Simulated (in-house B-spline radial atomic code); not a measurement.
# Mg⁴⁺: ionisation energy by several methods

Aim: the ionisation energy of Mg⁴⁺ by several methods, each as the difference of two self-consistent energies (Mg⁴⁺ and the next ion, [He] 2s2 2p3).

Method: scalar-relativistic (X2C), several functionals, spin-polarised; spherical all-electron atom at the radial basis limit. Code: in-house B-spline radial atomic code version 1.

## 1. Starting point

| Quantity | Value |
| --- | --- |
| element | magnesium (Z = 12) |
| charge | +4 |
| electrons | 8 |
| configuration | [He] 2s2 2p4 |
| nucleus | Fermi, rms radius 3.057 fm |

The outer shells:

[He] 2s2 2p4
```
[He] core
2s [↑↓]
2p [↑↓][↑ ][↑ ]
```

Where spins are not typed, each open shell is filled with up spins first.

## 2. r2SCAN, a meta-GGA

Settings, as recorded:

```ini
Z = 12
electrons = 8.0
configuration = [He] 2s2 2p4
hamiltonian = x2c
method = r2scan
spin_polarised = True
nucleus = fermi
rms_radius = 3.057
mass_number = 24
atomic_mass = 23.985041689
speed_of_light = 137.035999084
```

## 3. SCAN, a meta-GGA

Changes to the settings of step 2:

```diff
@@ -4,3 +4,3 @@
 hamiltonian = x2c
-method = r2scan
+method = scan,scan
 spin_polarised = True
```

## 4. BLYP, a GGA

Changes to the settings of step 3:

```diff
@@ -4,3 +4,3 @@
 hamiltonian = x2c
-method = scan,scan
+method = b88,lyp
 spin_polarised = True
```

## 5. PBE, a GGA

Changes to the settings of step 4:

```diff
@@ -4,3 +4,3 @@
 hamiltonian = x2c
-method = b88,lyp
+method = pbe,pbe
 spin_polarised = True
```

## 6. TPSS, a meta-GGA

Changes to the settings of step 5:

```diff
@@ -4,3 +4,3 @@
 hamiltonian = x2c
-method = pbe,pbe
+method = tpss,tpss
 spin_polarised = True
```

## 7. BP86, a GGA

Changes to the settings of step 6:

```diff
@@ -4,3 +4,3 @@
 hamiltonian = x2c
-method = tpss,tpss
+method = b88,p86
 spin_polarised = True
```

## 8. OLYP, a GGA

Changes to the settings of step 7:

```diff
@@ -4,3 +4,3 @@
 hamiltonian = x2c
-method = b88,p86
+method = optx,lyp
 spin_polarised = True
```

## 9. RPBE, a GGA

Changes to the settings of step 8:

```diff
@@ -4,3 +4,3 @@
 hamiltonian = x2c
-method = optx,lyp
+method = rpbe,pbe
 spin_polarised = True
```

The tabulated ionisation energy is 141.33 ± 0.03 eV (semi-empirical; NIST Atomic Spectra Database). What does each method give, and which comes nearest?

As calculated:

| method | rung | total energy (hartree) | ΔSCF (eV) | −ε highest (eV) | ΔSCF less tabulated (eV) |
| --- | --- | --- | --- | --- | --- |
| BLYP | GGA | -192.5654 | 141.07 | 125.09 (2p down) | -0.26 |
| PBE | GGA | -192.4341 | 140.89 | 125.02 (2p down) | -0.44 |
| BP86 | GGA | -192.5639 | 141.08 | 125.21 (2p down) | -0.25 |
| OLYP | GGA | -192.5583 | 140.33 | 124.73 (2p down) | -1.00 |
| RPBE | GGA | -192.5518 | 140.66 | 124.86 (2p down) | -0.67 |
| r2SCAN | meta-GGA | -192.4951 | 139.67 | 124.67 (2p down) | -1.66 |
| SCAN | meta-GGA | -192.5199 | 139.74 | 124.69 (2p down) | -1.59 |
| TPSS | meta-GGA | -192.5679 | 140.45 | 124.94 (2p down) | -0.88 |

The tabulated ionisation energy is 141.33 ± 0.03 eV (semi-empirical; NIST Atomic Spectra Database). BP86 comes nearest (-0.25 eV) and r2SCAN is farthest (-1.66 eV, 1.2 %). PBE is off by -0.44 eV. Open shells are averaged (over orientations, and over spins where the run is restricted), while tables refer to the lowest levels. For the semilocal functionals minus the highest level recovers only 89 % of their own ΔSCF value, a mark of self-interaction.

Members of this set that are not shown: 1 did not converge; 12 used exact exchange with fractional occupations of an open shell, which is unsound here.
